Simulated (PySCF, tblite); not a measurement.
# C6H10N2Si: geometry, infrared bands and NMR shifts

What infrared bands and NMR shifts should C6H10N2Si (`C#CC(=C)[C@H]1CN[SiH2]N1`) show?

Computed with tblite 0.8.0 and PySCF 2.14.0, with density-fitted response routines of our own, on a single molecule in the gas phase. Atoms are numbered from 0 throughout.

## 1. Starting geometry

19 atoms, charge 0, multiplicity 1; geometry from: force field or distance geometry start.

Bonds of the start (Å): C0–C1 1.22, C1–C2 1.45, C2–C3 1.30, C2–C4 1.50, C4–C5 1.48, C5–N6 1.44, N6–Si7 1.82, Si7–N8 1.82, N8–C4 1.44, C0–H9 1.05, C3–H10 1.10, C3–H11 1.09, C4–H12 1.13, C5–H13 1.12, C5–H14 1.13, N6–H15 1.04, Si7–H16 1.46, Si7–H17 1.45, N8–H18 1.04.

## 2. Geometry optimisation with GFN2-xTB

What the job is given:

```
{"job": {"kind": "relax", "xc": "GFN2-xTB", "basis": "xTB"}, "charge": 0, "multiplicity": 1}
C      3.275900     1.072000    -0.984700
C      2.353600     0.388300    -0.573700
C      1.300000    -0.456100    -0.044800
C      1.548000    -1.728300     0.034300
C     -0.014200     0.141200     0.354600
C     -0.609200     0.799900    -0.834900
N     -2.027100     0.979700    -0.684700
Si    -2.414500     0.195300     0.907900
N     -0.913800    -0.831500     0.915800
H      4.048400     1.677800    -1.358600
H      2.526500    -2.137300    -0.263200
H      0.822400    -2.454000     0.415200
H      0.245900     0.920100     1.132300
H     -0.336300     0.311100    -1.809400
H     -0.173100     1.840600    -0.899000
H     -2.470800     0.352400    -1.391200
H     -3.624200    -0.611900     0.855900
H     -2.423400     1.132700     2.011000
H     -1.123900    -1.582800     0.225000
```

Launch:

```console
> OMP_NUM_THREADS=1 python probes_run.py task.json out
```

One launch serves the whole session: the jobs run in the order shown.

The program printed:

```text
step      E/eV     max force
  0    -691.89907    3.049
  1    -692.14873    4.037
  2    -692.18619    4.295
  3    -692.32264    1.692
  4    -692.36196    0.620
  5    -692.39254    0.461
  6    -692.43722    0.390
  7    -692.45447    0.358
  8    -692.48961    0.398
  9    -692.51344    0.371
 10    -692.53572    0.376
 11    -692.55433    0.302
 12    -692.57229    0.326
 13    -692.58864    0.282
 14    -692.60325    0.260
 15    -692.61657    0.262
 16    -692.62679    0.290
 17    -692.63501    0.391
 18    -692.64192    0.215
 19    -692.65034    0.222
 20    -692.66058    0.278
 21    -692.66891    0.294
 22    -692.67925    0.237
 23    -692.68768    0.230
 24    -692.69594    0.203
 25    -692.70045    0.608
 26    -692.70914    0.297
 27    -692.71604    0.225
 28    -692.72757    0.218
 29    -692.73339    0.206
 30    -692.74064    0.184
 31    -692.74527    0.125
 32    -692.74874    0.306
 33    -692.75256    0.151
 34    -692.75628    0.115
 35    -692.76123    0.127
 36    -692.76309    0.116
 37    -692.76689    0.113
 38    -692.76877    0.121
 39    -692.77071    0.095
 40    -692.77250    0.124
 41    -692.77416    0.090
 42    -692.77522    0.134
 43    -692.77599    0.075
 44    -692.77684    0.070
 45    -692.77811    0.079
 46    -692.77985    0.105
 47    -692.78179    0.133
 48    -692.78347    0.136
 49    -692.78484    0.119
 50    -692.78590    0.121
 51    -692.78692    0.089
 52    -692.78804    0.099
 53    -692.78939    0.113
 54    -692.79087    0.100
 55    -692.79216    0.086
 56    -692.79299    0.050
 57    -692.79357    0.058
 58    -692.79417    0.068
 59    -692.79480    0.068
 60    -692.79537    0.051
 61    -692.79578    0.039
 62    -692.79603    0.039
 63    -692.79630    0.083
 64    -692.79679    0.101
 65    -692.79732    0.079
 66    -692.79755    0.044
 67    -692.79773    0.036
 68    -692.79793    0.041
 69    -692.79822    0.046
 70    -692.79851    0.042
 71    -692.79874    0.048
 72    -692.79894    0.049
 73    -692.79921    0.046
 74    -692.79968    0.062
 75    -692.80038    0.071
 76    -692.80132    0.070
 77    -692.80191    0.257
 78    -692.80437    0.218
 79    -692.80772    0.219
 80    -692.80590    1.180
 81    -692.82158    0.216
 82    -692.83560    0.234
 83    -692.81339    2.159
 84    -692.84712    0.391
 85    -692.85165    0.531
 86    -692.85456    0.980
 87    -692.85648    0.830
 88    -692.86270    0.538
 89    -692.87000    0.323
 90    -692.87552    0.373
 91    -692.87921    0.611
 92    -692.88155    0.690
 93    -692.88855    0.763
 94    -692.89438    0.669
 95    -692.90199    0.458
 96    -692.90874    0.305
 97    -692.91616    0.324
 98    -692.92269    0.245
 99    -692.92809    0.269
100    -692.93291    0.168
101    -692.93730    0.252
102    -692.93687    0.399
103    -692.94219    0.137
104    -692.94311    0.125
105    -692.94351    0.272
106    -692.94406    0.084
107    -692.94444    0.080
108    -692.94527    0.047
109    -692.94574    0.086
110    -692.94628    0.113
111    -692.94676    0.091
112    -692.94711    0.036
113    -692.94729    0.033
114    -692.94747    0.055
115    -692.94772    0.078
116    -692.94797    0.067
117    -692.94813    0.035
118    -692.94821    0.034
119    -692.94826    0.025
120    -692.94831    0.025
121    -692.94835    0.017
122    -692.94838    0.011
123    -692.94841    0.012
124    -692.94845    0.018
125    -692.94851    0.022
126    -692.94856    0.015
127    -692.94860    0.017
128    -692.94865    0.019
129    -692.94872    0.026
130    -692.94882    0.031
131    -692.94894    0.027
132    -692.94905    0.022
133    -692.94916    0.024
134    -692.94927    0.034
135    -692.94943    0.034
136    -692.94965    0.045
137    -692.94989    0.047
138    -692.95009    0.042
139    -692.95025    0.048
140    -692.95038    0.038
141    -692.95051    0.030
142    -692.95063    0.030
143    -692.95074    0.028
144    -692.95085    0.030
145    -692.95097    0.025
146    -692.95110    0.021
147    -692.95122    0.024
148    -692.95134    0.024
149    -692.95146    0.025
150    -692.95159    0.031
151    -692.95173    0.034
152    -692.95185    0.028
153    -692.95195    0.020
154    -692.95204    0.023
155    -692.95215    0.024
156    -692.95227    0.029
157    -692.95238    0.025
158    -692.95247    0.024
159    -692.95253    0.028
160    -692.95260    0.035
161    -692.95273    0.039
162    -692.95292    0.039
163    -692.95319    0.045
164    -692.95345    0.039
165    -692.95365    0.043
166    -692.95379    0.039
167    -692.95395    0.027
168    -692.95407    0.026
169    -692.95414    0.015
170    -692.95416    0.011
171    -692.95418    0.011
172    -692.95420    0.011
173    -692.95422    0.010
174    -692.95423    0.008
```

Run time: 2.3 s. Hardware: 1 thread of Arm Neoverse N1, shared host.

Step by step: (not every step is listed)

```
step  energy from step 0 (eV)  largest force (eV/Å)
   0                   0.0000                3.0486
   1                  -0.2497                4.0368
   2                  -0.2871                4.2948
   3                  -0.4236                1.6919
   4                  -0.4629                0.6202
   5                  -0.4935                0.4610
   6                  -0.5381                0.3897
   7                  -0.5554                0.3575
   8                  -0.5905                0.3982
  24                  -0.7969                0.2027
  40                  -0.8734                0.1243
  56                  -0.8939                0.0503
  72                  -0.8999                0.0493
  88                  -0.9636                0.5381
 104                  -1.0440                0.1250
 120                  -1.0492                0.0250
 136                  -1.0506                0.0449
 152                  -1.0528                0.0275
 168                  -1.0550                0.0264
 169                  -1.0551                0.0148
 170                  -1.0551                0.0114
 171                  -1.0551                0.0112
 172                  -1.0551                0.0110
 173                  -1.0551                0.0103
 174                  -1.0552                0.0083
```

Close pairs (by a distance rule), those that changed most:

```
  bond  before (Å)  after (Å)  change (Å)
Si7–N8       1.818      1.720      -0.099
N6–Si7       1.817      1.722      -0.096
 C4–C5       1.484      1.537      +0.053
N6–H15       1.044      1.006      -0.038
N8–H18       1.042      1.006      -0.036
C5–H14       1.130      1.095      -0.035
 C1–C2       1.450      1.416      -0.034
 C2–C3       1.299      1.330      +0.031
```

The final coordinates are the input of the step that follows.

## 3. Harmonic vibrations with GFN2-xTB

What the job is given:

```
{"job": {"kind": "ir", "xc": "GFN2-xTB", "basis": "xTB"}, "charge": 0, "multiplicity": 1}
C      3.356237     1.007215    -0.864442
C      2.439679     0.298376    -0.549348
C      1.342847    -0.510506    -0.164178
C      1.391359    -1.837050    -0.243971
C      0.122895     0.251660     0.302000
C     -0.638091     0.820415    -0.906428
N     -1.992867     1.045838    -0.458375
Si    -2.453363    -0.078718     0.761046
N     -0.827076    -0.584953     0.999482
H      4.165241     1.612276    -1.147424
H      2.270831    -2.349347    -0.595160
H      0.544248    -2.435619     0.042311
H      0.455218     1.090697     0.935503
H     -0.591540     0.096308    -1.733208
H     -0.180900     1.755798    -1.244788
H     -2.610531     1.364707    -1.185801
H     -3.219910    -1.267504     0.372595
H     -3.108290     0.688650     1.822939
H     -0.475791    -0.958993     1.864948
```

The program printed:

```text
mode    cm-1     km/mol
  1      34.6      0.04
  2      70.9      0.25
  3     125.5      0.07
  4     159.2      1.10
  5     191.1      0.98
  6     250.9      0.05
  7     298.1      0.54
  8     372.3      2.65
  9     421.7     14.98
 10     440.2     98.98
 11     481.1     11.65
 12     484.7     28.14
 13     552.9     14.19
 14     561.8    123.27
 15     572.5     42.20
 16     596.8     86.59
 17     658.8     22.19
 18     670.1      8.08
 19     707.0    112.55
 20     732.4      7.63
 21     816.7    157.76
 22     845.1     77.36
 23     872.9     49.54
 24     888.9    133.25
 25     893.2     59.49
 26     928.7      2.74
 27     997.1      0.86
 28    1022.2     15.77
 29    1102.8      8.63
 30    1147.9     89.09
 31    1169.8     69.22
 32    1214.1      3.79
 33    1224.3     36.72
 34    1263.5    102.52
 35    1303.7     14.03
 36    1324.7      9.74
 37    1364.1     18.87
 38    1385.9      1.26
 39    1494.9      1.63
 40    1675.1      7.85
 41    2202.2    500.35
 42    2247.3    251.86
 43    2253.3      0.16
 44    2819.2     55.12
 45    2852.7    100.14
 46    2933.3     58.71
 47    3108.7     15.17
 48    3141.0     26.33
 49    3393.3      3.87
 50    3481.4      3.90
 51    3484.4      2.29
```

Run time: 1.3 s. Hardware: 1 thread of Arm Neoverse N1, shared host.

Which atoms move in the most intense modes:

```
cm⁻¹  km/mol                                  atoms
 562   123.3           H17 38 %, H16 37 %, Si7 15 %
 707   112.5                     H16 35 %, H17 33 %
 817   157.8                     H16 42 %, H17 40 %
 889   133.2   H11 27 %, H10 19 %, C3 14 %, N8 13 %
1264   102.5  H12 23 %, H13 23 %, H18 14 %, C4 12 %
2202   500.4                     H16 68 %, H17 27 %
2247   251.9                     H17 69 %, H16 28 %
2853   100.1                               H13 86 %
```

## 4. Nuclear shieldings: PBE0/pcSseg-1

Same as in step 3 but for these lines:

```diff
@@ -1,2 +1,2 @@
-{"job": {"kind": "ir", "xc": "GFN2-xTB", "basis": "xTB"}, "charge": 0, "multiplicity": 1}
+{"job": {"kind": "nmr", "xc": "PBE0", "basis": "pcSseg-1"}, "charge": 0, "multiplicity": 1}
 C      3.356237     1.007215    -0.864442
```

With the program's defaults for keys left out, this is: GIAO PBE0/pcSseg-1 NMR shielding, non-relativistic, gas phase.

The program printed:

```text
coarse grid: 16464 points
cycle   1  E = -632.8792786580  dE =  1.399e+00  |g| = 5.704e-01  |ddm| = 4.289e+00
cycle   2  E = -632.8499212044  dE =  2.936e-02  |g| = 6.926e-01  |ddm| = 1.309e+00
cycle   3  E = -632.9527543273  dE = -1.028e-01  |g| = 9.466e-02  |ddm| = 7.346e-01
cycle   4  E = -632.9546342010  dE = -1.880e-03  |g| = 2.512e-02  |ddm| = 1.282e-01
cycle   5  E = -632.9547835727  dE = -1.494e-04  |g| = 9.811e-03  |ddm| = 4.022e-02
cycle   6  E = -632.9548064991  dE = -2.293e-05  |g| = 3.996e-03  |ddm| = 1.182e-02
cycle   7  E = -632.9548104302  dE = -3.931e-06  |g| = 9.553e-04  |ddm| = 3.945e-03
final grid: 154880 points
cycle   8  E = -633.0050718312  dE = -3.577e-05  |g| = 8.554e-03  |ddm| = 5.984e-02
cycle   9  E = -633.0050516448  dE =  2.019e-05  |g| = 1.251e-02  |ddm| = 2.208e-02
cycle  10  E = -633.0050885041  dE = -3.686e-05  |g| = 2.768e-03  |ddm| = 1.313e-02
cycle  11  E = -633.0050902992  dE = -1.795e-06  |g| = 5.697e-04  |ddm| = 2.204e-03
cycle  12  E = -633.0050903721  dE = -7.285e-08  |g| = 1.406e-04  |ddm| = 6.499e-04
cycle  13  E = -633.0050903765  dE = -4.441e-09  |g| = 3.593e-05  |ddm| = 1.849e-04
cycle  14  E = -633.0050903768  dE = -2.622e-10  |g| = 1.483e-05  |ddm| = 5.267e-05
converged SCF energy = -633.0050903768

GIAO shielding tensors (ppm)
atom      isotropic    diamagn.    paramagn.     s11        s22        s33       span
  0 C       97.400     259.125    -161.726     40.178     49.500    202.521    162.343
  1 C       98.534     250.406    -151.872     -7.547      2.092    301.058    308.604
  2 C       43.802     258.753    -214.951    -74.935     56.164    150.175    225.110
  3 C       56.813     248.228    -191.415    -66.147     66.382    170.204    236.351
  4 C      123.464     242.743    -119.279    107.549    119.450    143.394     35.845
  5 C      130.813     246.433    -115.620    110.792    127.634    154.014     43.222
  6 N      246.049     321.631     -75.582    191.069    236.164    310.912    119.843
  7 Si     372.780     880.385    -507.605    349.297    355.444    413.598     64.302
  8 N      231.579     322.621     -91.041    185.291    218.422    291.025    105.734
  9 H       28.938      34.154      -5.216     24.802     25.240     36.770     11.967
 10 H       25.656      28.344      -2.688     22.116     24.804     30.047      7.931
 11 H       25.164      31.059      -5.895     21.153     23.338     31.001      9.848
 12 H       27.493      30.756      -3.263     22.382     26.396     33.700     11.318
 13 H       28.879      31.636      -2.757     23.610     28.740     34.286     10.676
 14 H       27.822      30.249      -2.427     22.493     28.076     32.897     10.404
 15 H       31.798      30.501       1.298     22.413     28.346     44.636     22.223
 16 H       26.284      28.978      -2.695     22.383     23.870     32.597     10.214
 17 H       26.335      28.519      -2.184     22.590     23.603     32.812     10.222
 18 H       31.845      33.412      -1.568     23.456     28.930     43.148     19.692
```

Run time: 59 s. Hardware: 1 thread of Arm Neoverse N1, shared host; peak memory 0.95 GiB.

Shifts follow as δ = σ(reference) − σ, with reference shieldings (ppm) from runs at the same level and on the same kind of geometry: 1H TMS 31.72, 13C TMS 186.9, 29Si TMS 349.2, 15N NH3 267.7. The references are single molecules in the gas phase, so shifts against H2O, NH3, PH3, H3PO4 or CFCl3 are not on the usual liquid scales and can be off by tens of ppm.

```
atoms                                                   environment  σ (ppm)  δ (ppm)  δ scaled to CDCl3
   C2                               fully substituted alkene carbon     43.8    143.1              137.8
   C3                                          terminal =CH2 carbon     56.8    130.1              125.1
   C0                                        terminal alkyne carbon     97.4     89.5               85.5
   C1                                                 alkyne carbon     98.5     88.4               84.4
   C4                                    allylic sp3 CH bonded to N    123.5     63.5               60.0
   C5                                           sp3 CH2 bonded to N    130.8     56.1               52.9
  H11                            hydrogen on a terminal =CH2 carbon    25.16     6.55               6.28
  H10                            hydrogen on a terminal =CH2 carbon    25.66     6.06               5.82
  H16     hydrogen on a silicon bonded to 2 N, in a 5-membered ring    26.28     5.43                  –
  H17     hydrogen on a silicon bonded to 2 N, in a 5-membered ring    26.34     5.38                  –
  H12                     hydrogen on an allylic sp3 CH bonded to N    27.49     4.22               4.09
  H14                            hydrogen on an sp3 CH2 bonded to N    27.82     3.90               3.78
  H13                            hydrogen on an sp3 CH2 bonded to N    28.88     2.84               2.78
   H9                          hydrogen on a terminal alkyne carbon    28.94     2.78               2.73
  H15  hydrogen on a nitrogen bonded to C, Si, in a 5-membered ring    31.80    -0.08                  –
  H18  hydrogen on a nitrogen bonded to C, Si, in a 5-membered ring    31.84    -0.13                  –
   N8             nitrogen bonded to C, Si, H, in a 5-membered ring    231.6     36.1                  –
   N6             nitrogen bonded to C, Si, H, in a 5-membered ring    246.0     21.7                  –
  Si7              silicon bonded to 2 N, 2 H, in a 5-membered ring    372.8    -23.6                  –
```

The scaled column applies a straight-line fit of computed shieldings to shifts measured in CDCl3 (root-mean-square error 0.16 ppm for H, 1.9 ppm for C).

The run also stored atomic charges by several schemes (e):

```
atoms  Mulliken    IAO  Hirshfeld  ESP fit
   C0     -0.38  -0.24      -0.11    -0.38
   C1      0.45  -0.03      -0.04    -0.07
   C2     -0.45  -0.01       0.01     0.05
   C3      0.00  -0.30      -0.09    -0.36
   C4      0.02   0.00       0.02     0.20
   C5      0.08  -0.14      -0.03     0.10
   N6     -0.67  -0.69      -0.26    -0.82
  Si7      0.87   1.02       0.40     0.81
   N8     -0.66  -0.69      -0.24    -0.68
```

Mayer bond orders: C0–C1 2.36, C1–C2 0.99, C2–C3 1.96, C2–C4 1.01, C4–C5 1.00, C5–N6 0.96, N6–Si7 0.99, Si7–N8 0.97, N8–C4 0.95.

Ring of atoms C4, C5, N6, Si7, N8: NICS(0) -7.7, NICS(1) -2.8, NICS(1)zz -3.0 ppm (means of both faces).

## 5. What came out

| quantity | value |
| --- | --- |
| strongest single infrared mode (GFN2-xTB) | 2202 cm⁻¹, 500 km/mol |
| zero-point energy (GFN2-xTB) | 90.4 kcal/mol |
| 13C shifts against TMS (PBE0/pcSseg-1) | 143.1, 130.1, 89.5, 88.4, 63.5, 56.1 ppm |
| 1H shifts against TMS (PBE0/pcSseg-1) | 6.55, 6.06, 5.43, 5.38, 4.22, 3.90, 2.84, 2.78, -0.08, -0.13 ppm |
| 15N shifts against NH3 (PBE0/pcSseg-1) | 36.1, 21.7 ppm |
| 29Si shifts against TMS (PBE0/pcSseg-1) | -23.6 ppm |

Relaxing lowered the energy by 1.055 eV in 174 steps; the close pair that moved most is Si7–N8, from 1.818 to 1.720 Å. No mode is imaginary among the 51: a minimum at this level. The strongest single mode, at 2202 cm⁻¹, moves mainly H16. Unscaled tight-binding wavenumbers are off by several per cent, some by more. Its intensities can rank the bands wrongly. The most deshielded carbon is C2 (fully substituted alkene carbon), at 143.1 ppm: as expected for a trigonal carbon in a double bond. At PBE0/pcSseg-1: The largest span, 309 ppm, is at C1, where the paramagnetic term is -152 ppm.
